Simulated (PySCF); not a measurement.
# C5H5FOSi: excited states, first hyperpolarisability

Wanted: excited states, first hyperpolarisability for C5H5FOSi (`O=CC1=CC=C(F)[SiH2]1`).

Computed with PySCF 2.14.0 and routines of our own; the level stands in each step. Atoms count from 0.

## 1. The starting structure

13 atoms, charge 0, multiplicity 1; geometry from: GFN2-xTB.

## 2. Geometry optimisation at PBE0-D3(BJ)/def2-SVP

What the job is given:

```
{"job": {"xc": "PBE0", "basis": "def2-SVP", "d3": "d3bj", "grid": 2, "kind": "geom"}, "charge": 0, "multiplicity": 1}
O     -2.947035     0.785862     0.019090
C     -2.226185    -0.169567    -0.160193
C     -0.787870    -0.123836    -0.071413
C      0.025585    -1.188899    -0.271504
C      1.443259    -0.962659    -0.144619
C      1.769709     0.303790     0.162488
F      3.044229     0.687869     0.318096
Si     0.225497     1.422121     0.336784
H     -2.651156    -1.163682    -0.410159
H     -0.340640    -2.176422    -0.517625
H      2.154342    -1.761099    -0.289455
H      0.079293     1.896753     1.707617
H      0.206586     2.450255    -0.696835
```

Run with:

```
> OMP_NUM_THREADS=1 python excited_run.py task.json out
```

One launch serves the whole session: the jobs run in the order shown.

Log:

```text
step   0  E = -657.16437181  max force = 0.028203
step   1  E = -657.16741370  max force = 0.003553
step   2  E = -657.16745149  max force = 0.001001
step   3  E = -657.16745221  max force = 0.000677
step   4  E = -657.16745791  max force = 0.000448
optimisation converged
```

Wall time 68 s (1 thread of Arm Neoverse N1, shared host); peak memory 0.76 GiB.

The steps of the relaxation:

```
step  energy from step 0 (eV)  largest force component (eV/Å)
   0                   0.0000                          1.4503
   1                  -0.0828                          0.1827
   2                  -0.0838                          0.0515
   3                  -0.0838                          0.0348
   4                  -0.0840                          0.0230
```

Close pairs (by a distance rule), those that changed most:

```
   bond  before (Å)  after (Å)  change (Å)
Si7–H12       1.458      1.489      +0.031
Si7–H11       1.458      1.489      +0.030
 C2–Si7       1.893      1.872      -0.021
  C3–C4       1.441      1.462      +0.021
  C5–F6       1.340      1.323      -0.018
  C3–H9       1.082      1.097      +0.016
 C4–H10       1.079      1.093      +0.014
  C1–C2       1.442      1.456      +0.014
```

The end geometry stands in the next job.

```
                         at the end point                value
  point group (found at 0.08 Å tolerance)                   Cs
rotational constants (GHz, main isotopes)  4.290, 1.071, 0.866
                        dipole moment (D)                 2.86
```

## 3. Excited states: TDA wB97X-D/def2-TZVP

What the job is given:

```
{"job": {"kind": "states", "xc": "wB97X-D", "basis": "def2-TZVP", "tda": true, "soc": true, "nstates": 6, "ntriplets": 5, "nquad": 4}, "charge": 0, "multiplicity": 1}
O     -3.299995     0.128442    -0.064357
C     -2.567191    -0.817549    -0.245390
C     -1.115670    -0.752513    -0.156274
C     -0.291598    -1.817391    -0.358574
C      1.150706    -1.613111    -0.237201
C      1.504086    -0.346077     0.072639
F      2.762652     0.031478     0.223787
Si    -0.055511     0.737973     0.241601
H     -2.982885    -1.828218    -0.499941
H     -0.680085    -2.812867    -0.607357
H      1.871459    -2.421061    -0.386153
H     -0.207854     1.282238     1.618652
H     -0.084165     1.831817    -0.767533
```

Method: TDA wB97X-D/def2-TZVP excited states, vertical, gas phase, spin-orbit mean-field couplings.

Log:

```text
coarse grid: 12328 points
cycle   1  E = -657.8824230571  dE =  1.503e+00  |g| = 9.635e-01  |ddm| = 3.216e+00
cycle   2  E = -657.6409455167  dE =  2.415e-01  |g| = 1.540e+00  |ddm| = 3.719e+00
cycle   3  E = -658.0732827421  dE = -4.323e-01  |g| = 1.215e-01  |ddm| = 2.771e+00
cycle   4  E = -658.0757790945  dE = -2.496e-03  |g| = 7.978e-02  |ddm| = 1.498e-01
cycle   5  E = -658.0771338263  dE = -1.355e-03  |g| = 1.657e-02  |ddm| = 8.995e-02
cycle   6  E = -658.0772390300  dE = -1.052e-04  |g| = 5.952e-03  |ddm| = 3.516e-02
cycle   7  E = -658.0772615514  dE = -2.252e-05  |g| = 2.761e-03  |ddm| = 1.835e-02
cycle   8  E = -658.0772668212  dE = -5.270e-06  |g| = 1.201e-03  |ddm| = 9.718e-03
final grid: 117640 points
cycle   9  E = -658.0715944938  dE = -1.529e-04  |g| = 8.056e-03  |ddm| = 1.132e-01
cycle  10  E = -658.0715940851  dE =  4.086e-07  |g| = 8.337e-03  |ddm| = 1.930e-02
cycle  11  E = -658.0716035699  dE = -9.485e-06  |g| = 1.078e-03  |ddm| = 7.711e-03
cycle  12  E = -658.0716037798  dE = -2.098e-07  |g| = 3.857e-04  |ddm| = 1.865e-03
cycle  13  E = -658.0716038154  dE = -3.563e-08  |g| = 2.439e-04  |ddm| = 5.739e-04
cycle  14  E = -658.0716038308  dE = -1.539e-08  |g| = 4.949e-05  |ddm| = 4.378e-04
cycle  15  E = -658.0716038335  dE = -2.698e-09  |g| = 3.149e-05  |ddm| = 2.194e-04
cycle  16  E = -658.0716038339  dE = -4.457e-10  |g| = 8.538e-06  |ddm| = 8.361e-05
converged SCF energy = -658.0716038339

Singlet excitations
state   eV       nm        f     d(h-e)  d(exc)  Lambda  PR(NTO)  |dmu|/D   mu/D   main configurations
  1   3.7065   334.5   0.00023   1.482   2.881   0.395   1.013    3.807    2.462   H-1->L 0.82, H-1->L+1 0.16
  2   4.2684   290.5   0.22222   0.325   2.850   0.778   1.101    1.150    4.218   H->L 0.92
  3   5.2796   234.8   0.00021   0.424   2.710   0.523   1.160    1.086    3.472   H-2->L 0.88
  4   5.9918   206.9   0.00174   1.088   3.078   0.463   1.497    2.214    2.076   H-1->L+1 0.46, H-4->L 0.22, H-1->L 0.11
  5   6.2072   199.7   0.00823   0.705   3.034   0.522   1.587                     H-4->L 0.68, H-1->L+1 0.18
  6   6.3368   195.7   0.07876   0.393   3.326   0.699   1.871                     H->L+1 0.61, H-3->L 0.33

Triplet excitations (Tamm-Dancoff)
state   eV     d(h-e)  d(exc)  Lambda  PR(NTO)   main configurations
  1   2.3632   0.073   2.671   0.789   1.060   H->L 0.95
  2   3.2663   1.324   2.739   0.399   1.012   H-1->L 0.75, H-1->L+1 0.22
  3   4.4437   0.150   2.362   0.714   2.045   H-3->L 0.42, H->L+1 0.37, H-5->L 0.09
  4   4.8922   0.432   2.654   0.522   1.144   H-2->L 0.87
  5   5.5558   0.601   2.772   0.527   1.370   H-4->L 0.68, H-1->L+1 0.12
S1 - T1 = 1.3433 eV

Spin-orbit couplings |<S|Hso|T>| (cm-1)
             T1       T2       T3       T4       T5
S0        0.145   50.136    0.111   15.325   22.007
S1       14.746    0.434   15.719    0.238    8.715
S2        0.013   13.425    0.005   18.785   12.632
S3       14.468    1.635   13.830    1.401   22.706
S4        8.308    3.970    9.468   14.418    0.965
S5       10.218    9.663    6.504   22.946    0.200
S6        0.041    5.221    0.007   10.151    8.278
T1 sublevels (cm-1): 0.000 0.001 0.007   radiative rates (1/s): 0.000133 0.0219 0.0589
```

Wall time 97 s (1 thread of Arm Neoverse N1, shared host); peak memory 1.1 GiB.

From this job:

```
  quantity    value
S1 less T1  1.34 eV
```

## 4. Excited states: TDDFT CAM-B3LYP/aug-cc-pVDZ

The job, as its differences from that of step 3:

```diff
@@ -1,2 +1,2 @@
-{"job": {"kind": "states", "xc": "wB97X-D", "basis": "def2-TZVP", "tda": true, "soc": true, "nstates": 6, "ntriplets": 5, "nquad": 4}, "charge": 0, "multiplicity": 1}
+{"job": {"kind": "states", "xc": "CAM-B3LYP", "basis": "aug-cc-pVDZ", "tpa": true, "nstates": 8, "nquad": 6, "ntriplets": 0}, "charge": 0, "multiplicity": 1}
 O     -3.299995     0.128442    -0.064357
```

Method: TDDFT CAM-B3LYP/aug-cc-pVDZ excited states, vertical, gas phase, two-photon moments by quadratic response.

Log:

```text
coarse grid: 12328 points
cycle   1  E = -657.7381574677  dE =  1.505e+00  |g| = 8.890e-01  |ddm| = 1.628e+01
cycle   2  E = -657.4126714216  dE =  3.255e-01  |g| = 1.585e+00  |ddm| = 6.020e+00
cycle   3  E = -657.9111863754  dE = -4.985e-01  |g| = 1.292e-01  |ddm| = 4.134e+00
cycle   4  E = -657.9137942895  dE = -2.608e-03  |g| = 8.694e-02  |ddm| = 5.556e-01
cycle   5  E = -657.9154537762  dE = -1.659e-03  |g| = 1.670e-02  |ddm| = 2.664e-01
cycle   6  E = -657.9155397234  dE = -8.595e-05  |g| = 6.153e-03  |ddm| = 8.654e-02
cycle   7  E = -657.9155563272  dE = -1.660e-05  |g| = 2.717e-03  |ddm| = 3.254e-02
cycle   8  E = -657.9155600531  dE = -3.726e-06  |g| = 7.813e-04  |ddm| = 1.648e-02
final grid: 117640 points
cycle   9  E = -657.9324870061  dE = -1.539e-05  |g| = 3.586e-03  |ddm| = 2.455e-01
cycle  10  E = -657.9324857256  dE =  1.281e-06  |g| = 4.654e-03  |ddm| = 2.627e-02
cycle  11  E = -657.9324897435  dE = -4.018e-06  |g| = 5.006e-04  |ddm| = 1.066e-02
cycle  12  E = -657.9324897886  dE = -4.516e-08  |g| = 2.058e-04  |ddm| = 1.855e-03
cycle  13  E = -657.9324897967  dE = -8.057e-09  |g| = 8.943e-05  |ddm| = 7.017e-04
cycle  14  E = -657.9324897988  dE = -2.153e-09  |g| = 1.940e-05  |ddm| = 3.574e-04
cycle  15  E = -657.9324897991  dE = -2.233e-10  |g| = 8.641e-06  |ddm| = 1.268e-04
converged SCF energy = -657.9324897991

Singlet excitations
state   eV       nm        f     d(h-e)  d(exc)  Lambda  PR(NTO)  |dmu|/D   mu/D   delta(TPA)   sigma/GM   main configurations
  1   3.6945   335.6   0.00027   1.460   2.883   0.378   1.013    3.701    2.382        0.16      0.001   H-1->L 0.81, H-1->L+3 0.14
  2   3.9803   311.5   0.15574   0.333   2.879   0.757   1.149    1.075    4.079      112.69      0.654   H->L 0.96
  3   5.3221   233.0   0.00018   0.443   2.755   0.507   1.170    1.141    3.415        2.05      0.021   H-2->L 0.87
  4   5.9883   207.0   0.00028   1.319   3.247   0.397   1.389    2.679    2.015        0.57      0.008   H-1->L+3 0.41, H-4->L 0.15, H-1->L 0.13
  5   6.1348   202.1   0.00139   0.657   4.233   0.209   1.030    3.821    0.699        5.54      0.076   H->L+1 0.82
  6   6.2115   199.6   0.11481   0.747   3.436   0.562   1.473    2.090    4.489     2273.30     32.133   H->L+3 0.67, H-3->L 0.14, H->L+7 0.14
  7   6.2317   199.0   0.00600   0.681   3.073   0.500   1.552                                            H-4->L 0.73, H-1->L+3 0.11
  8   6.3909   194.0   0.00143   1.118   3.877   0.231   1.069                                            H->L+2 0.44, H->L+5 0.29
```

Wall time 95 s (1 thread of Arm Neoverse N1, shared host); peak memory 0.93 GiB.

## 5. First hyperpolarisability: quadratic response CAM-B3LYP/aug-cc-pVDZ

The job, as its differences from that of step 4:

```diff
@@ -1,2 +1,2 @@
-{"job": {"kind": "states", "xc": "CAM-B3LYP", "basis": "aug-cc-pVDZ", "tpa": true, "nstates": 8, "nquad": 6, "ntriplets": 0}, "charge": 0, "multiplicity": 1}
+{"job": {"kind": "beta", "xc": "CAM-B3LYP", "basis": "aug-cc-pVDZ"}, "charge": 0, "multiplicity": 1}
 O     -3.299995     0.128442    -0.064357
```

Level: quadratic response CAM-B3LYP/aug-cc-pVDZ first hyperpolarisability, Taylor convention, gas phase.

Log:

```text
coarse grid: 12328 points
cycle   1  E = -657.7381574677  dE =  1.505e+00  |g| = 8.890e-01  |ddm| = 1.628e+01
cycle   2  E = -657.4126714216  dE =  3.255e-01  |g| = 1.585e+00  |ddm| = 6.020e+00
cycle   3  E = -657.9111863754  dE = -4.985e-01  |g| = 1.292e-01  |ddm| = 4.134e+00
cycle   4  E = -657.9137942895  dE = -2.608e-03  |g| = 8.694e-02  |ddm| = 5.556e-01
cycle   5  E = -657.9154537762  dE = -1.659e-03  |g| = 1.670e-02  |ddm| = 2.664e-01
cycle   6  E = -657.9155397234  dE = -8.595e-05  |g| = 6.153e-03  |ddm| = 8.654e-02
cycle   7  E = -657.9155563272  dE = -1.660e-05  |g| = 2.717e-03  |ddm| = 3.254e-02
cycle   8  E = -657.9155600531  dE = -3.726e-06  |g| = 7.813e-04  |ddm| = 1.648e-02
final grid: 117640 points
cycle   9  E = -657.9324870061  dE = -1.539e-05  |g| = 3.586e-03  |ddm| = 2.455e-01
cycle  10  E = -657.9324857256  dE =  1.281e-06  |g| = 4.654e-03  |ddm| = 2.627e-02
cycle  11  E = -657.9324897435  dE = -4.018e-06  |g| = 5.006e-04  |ddm| = 1.066e-02
cycle  12  E = -657.9324897886  dE = -4.516e-08  |g| = 2.058e-04  |ddm| = 1.855e-03
cycle  13  E = -657.9324897967  dE = -8.057e-09  |g| = 8.943e-05  |ddm| = 7.017e-04
cycle  14  E = -657.9324897988  dE = -2.153e-09  |g| = 1.940e-05  |ddm| = 3.574e-04
cycle  15  E = -657.9324897991  dE = -2.233e-10  |g| = 8.641e-06  |ddm| = 1.268e-04
converged SCF energy = -657.9324897991

Lowest singlets (eV, f): 3.6945 0.0003  3.9803 0.1557  5.3221 0.0002

First hyperpolarisability (au)
process     nm      |vector|   parallel      HRS      DR
static         -      674.82     153.65     282.01   4.849
shg       1907.0      745.84      174.3     311.52    4.86
eope      1907.0      697.02     160.06          -       -
shg       1064.0      969.23     241.87     404.27   4.886
eope      1064.0      751.34     175.92          -       -
```

Wall time 72 s (1 thread of Arm Neoverse N1, shared host); peak memory 0.9 GiB.

## 6. Excited states: TDA wB97X-D/def2-TZVP in acetonitrile

The job, as its differences from that of step 5:

```diff
@@ -1,2 +1,2 @@
-{"job": {"kind": "beta", "xc": "CAM-B3LYP", "basis": "aug-cc-pVDZ"}, "charge": 0, "multiplicity": 1}
+{"job": {"kind": "states", "xc": "wB97X-D", "basis": "def2-TZVP", "tda": true, "soc": true, "nstates": 6, "ntriplets": 5, "nquad": 4, "solvent": "acetonitrile"}, "charge": 0, "multiplicity": 1}
 O     -3.299995     0.128442    -0.064357
```

Method: TDA wB97X-D/def2-TZVP excited states, vertical, IEF-PCM acetonitrile (non-equilibrium response), spin-orbit mean-field couplings.

Log:

```text
coarse grid: 12328 points
cycle   1  E = -657.9140727340  dE =  1.472e+00  |g| = 9.289e-01  |ddm| = 3.213e+00
cycle   2  E = -657.7838706801  dE =  1.302e-01  |g| = 1.325e+00  |ddm| = 2.363e+00
cycle   3  E = -658.0840153916  dE = -3.001e-01  |g| = 9.200e-02  |ddm| = 1.610e+00
cycle   4  E = -658.0856185964  dE = -1.603e-03  |g| = 6.109e-02  |ddm| = 1.177e-01
cycle   5  E = -658.0864549742  dE = -8.364e-04  |g| = 1.389e-02  |ddm| = 6.438e-02
cycle   6  E = -658.0865383486  dE = -8.337e-05  |g| = 5.455e-03  |ddm| = 2.648e-02
cycle   7  E = -658.0865584783  dE = -2.013e-05  |g| = 2.588e-03  |ddm| = 1.477e-02
cycle   8  E = -658.0865645330  dE = -6.055e-06  |g| = 1.255e-03  |ddm| = 7.998e-03
final grid: 117640 points
cycle   9  E = -658.0808195541  dE = -1.541e-04  |g| = 8.066e-03  |ddm| = 1.120e-01
cycle  10  E = -658.0808198914  dE = -3.373e-07  |g| = 8.196e-03  |ddm| = 1.832e-02
cycle  11  E = -658.0808288652  dE = -8.974e-06  |g| = 1.002e-03  |ddm| = 6.858e-03
cycle  12  E = -658.0808290849  dE = -2.196e-07  |g| = 3.392e-04  |ddm| = 1.637e-03
cycle  13  E = -658.0808291268  dE = -4.194e-08  |g| = 1.990e-04  |ddm| = 6.493e-04
cycle  14  E = -658.0808291411  dE = -1.426e-08  |g| = 6.635e-05  |ddm| = 3.525e-04
cycle  15  E = -658.0808291455  dE = -4.459e-09  |g| = 3.464e-05  |ddm| = 2.286e-04
cycle  16  E = -658.0808291462  dE = -6.635e-10  |g| = 8.610e-06  |ddm| = 9.333e-05
converged SCF energy = -658.0808291462

Singlet excitations
state   eV       nm        f     d(h-e)  d(exc)  Lambda  PR(NTO)  |dmu|/D   mu/D   main configurations
  1   3.9134   316.8   0.00034   1.375   2.837   0.414   1.017    3.927    2.918   H-1->L 0.83, H-1->L+1 0.15
  2   4.1939   295.6   0.27524   0.383   2.859   0.772   1.091    1.507    5.803   H->L 0.94
  3   5.2617   235.6   0.00023   0.434   2.712   0.520   1.145    1.295    4.831   H-2->L 0.88
  4   6.0453   205.1   0.00863   0.680   2.847   0.529   1.370    1.902    4.281   H-4->L 0.71, H-1->L+1 0.11
  5   6.2744   197.6   0.11701   0.545   3.316   0.690   1.643                     H->L+1 0.71, H-3->L 0.24
  6   6.3370   195.7   0.00259   1.598   3.267   0.463   1.436                     H-1->L+1 0.57, H-4->L 0.18, H-1->L 0.12

Triplet excitations (Tamm-Dancoff)
state   eV     d(h-e)  d(exc)  Lambda  PR(NTO)   main configurations
  1   2.3930   0.090   2.678   0.780   1.057   H->L 0.95
  2   3.4952   1.251   2.714   0.417   1.016   H-1->L 0.77, H-1->L+1 0.21
  3   4.4419   0.205   2.370   0.710   2.019   H-3->L 0.43, H->L+1 0.36, H-5->L 0.09
  4   4.8877   0.439   2.654   0.518   1.143   H-2->L 0.87
  5   5.5556   0.643   2.720   0.536   1.245   H-4->L 0.79
S1 - T1 = 1.5203 eV

Spin-orbit couplings |<S|Hso|T>| (cm-1)
             T1       T2       T3       T4       T5
S0        0.138   48.472    0.143   14.491   20.058
S1       13.640    0.416   13.587    0.398   10.357
S2        0.014   13.269    0.003   18.332   12.644
S3       14.448    1.188   13.477    1.460   23.409
S4       10.091    9.081   10.890   23.989    0.934
S5        0.042    7.423    0.005    8.087    6.781
S6        7.424    6.208    3.210   10.251    1.117
T1 sublevels (cm-1): 0.000 0.001 0.004   radiative rates (1/s): 0.000192 0.0308 0.0523
```

Run time: 99 s. Hardware: 1 thread of Arm Neoverse N1, shared host; peak memory 1.1 GiB.

From this job:

```
  quantity    value
S1 less T1  1.52 eV
```

## 7. What came out

```
                                                   quantity                                                value
                                                point group                                                   Cs
                       rotational constants (main isotopes)                                 4.29, 1.07, 0.87 GHz
                 S1 less T1 (step 3, TDA wB97X-D/def2-TZVP)                                              1.34 eV
β vector (step 5, quadratic response CAM-B3LYP/aug-cc-pVDZ)  static 675, SHG 1907.0 nm 746, SHG 1064.0 nm 969 au
 S1 less T1 (step 6, TDA wB97X-D/def2-TZVP in acetonitrile)                                              1.52 eV
```

The optimisation took 4 steps and gained 0.084 eV; among the close pairs (by a distance rule), Si7–H12 changed most, from 1.458 to 1.489 Å. In step 3, the number of triplets below S1 is 2, and the largest singlet-triplet spin-orbit coupling is S0–T2, 50.14 cm⁻¹. β grows from 675 au (static) to 969 au for doubling at 1064.0 nm: normal dispersion, which grows as twice the photon energy moves toward the bright states. In step 6, the number of triplets below S1 is 2, and the largest singlet-triplet spin-orbit coupling is S0–T2, 48.47 cm⁻¹.
